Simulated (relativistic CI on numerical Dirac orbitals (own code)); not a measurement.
# Mn⁴⁺: L2,3 absorption with charge transfer

Wanted: the shape of the L2,3 absorption spectrum of Mn⁴⁺ in a cubic metal-ligand cluster, for 3 values of Veg.

Method: charge-transfer multiplet model of a cubic metal-ligand cluster with up to 1 ligand holes, Slater and spin-orbit integrals from Dirac-Coulomb-Breit ions, Slater integrals scaled by 0.8. Code: relativistic CI on numerical Dirac orbitals (own code) version 3.

## (1) The atom as given

| Property | Result |
| --- | --- |
| ion | Mn⁴⁺ (Mn V) |
| nuclear charge | 25 |
| electrons | 21 |
| d electrons | 3 |
| ligand holes at most | 1 |
| parameters | in eV; Veg, Vt2g hoppings, tenDq and tenDqL metal and ligand splittings (negative tenDq: tetrahedral), red the scaling of hopping with a core hole |
| temperature | 300 K |
| widths | Lorentz 0.4 eV, Gauss 0.3 eV |

## (2) Veg = 3.1 eV

The run's settings:

```ini
cluster ion=Mn4+ d3 ligand_holes=1 slater_scale=0.8
Delta=-1.5 Udd=6.1 Upd=7.4 tenDq=0.3 tenDqL=0.8 Veg=3.1 Vt2g=-1.59 red=1
spectrum xas L2,3 T=300 lorentz=0.4 gauss=0.3
```

Launch:

```bash
$ python run_levels.py task.json out
```

task.json lists these runs, among others, and the program works through them in turn.

## (3) Veg = 2.5 eV

The run's settings:

```ini
cluster ion=Mn4+ d3 ligand_holes=1 slater_scale=0.8
Delta=-1.5 Udd=6.1 Upd=7.4 tenDq=0.3 tenDqL=0.8 Veg=2.5 Vt2g=-1.28 red=1
spectrum xas L2,3 T=300 lorentz=0.4 gauss=0.3
```

## (4) Veg = 3.4 eV

The run's settings:

```ini
cluster ion=Mn4+ d3 ligand_holes=1 slater_scale=0.8
Delta=-1.5 Udd=6.1 Upd=7.4 tenDq=0.3 tenDqL=0.8 Veg=3.4 Vt2g=-1.74 red=1
spectrum xas L2,3 T=300 lorentz=0.4 gauss=0.3
```

(Steps that only read results are left out.)

Before running it: what results should come out? Wanted: d count; ground spin.

The runs gave:

| run | d count | weight without ligand hole | ground S | up to four highest peaks (% of the highest), eV from the first main peak |
| --- | --- | --- | --- | --- |
| Veg = 3.1 eV | 3.59 | 0.41 | 1.50 | 0.0 (100), 1.4 (70), 9.8 (42), 11.6 (54) |
| Veg = 2.5 eV | 3.62 | 0.38 | 1.50 | 0.0 (100), 0.9 (89), 9.7 (40), 11.4 (53) |
| Veg = 3.4 eV | 3.58 | 0.42 | 1.50 | 0.0 (100), 0.8 (76), 1.7 (54), 11.5 (53) |

| quantity | value |
| --- | --- |
| d count | 3.58 to 3.62 |
| ground spin (effective S from ⟨S²⟩) | 1.50 |

From Veg = 2.5 eV to Veg = 3.4 eV the ground-state d count goes from 3.62 to 3.58. In the first run the ligand-hole configurations outweigh d3 itself: the bond is strongly covalent. The space is cut at the given number of ligand holes while the last configuration still holds over a tenth of the ground state. The cluster parameters are drawn, not fitted to a compound.
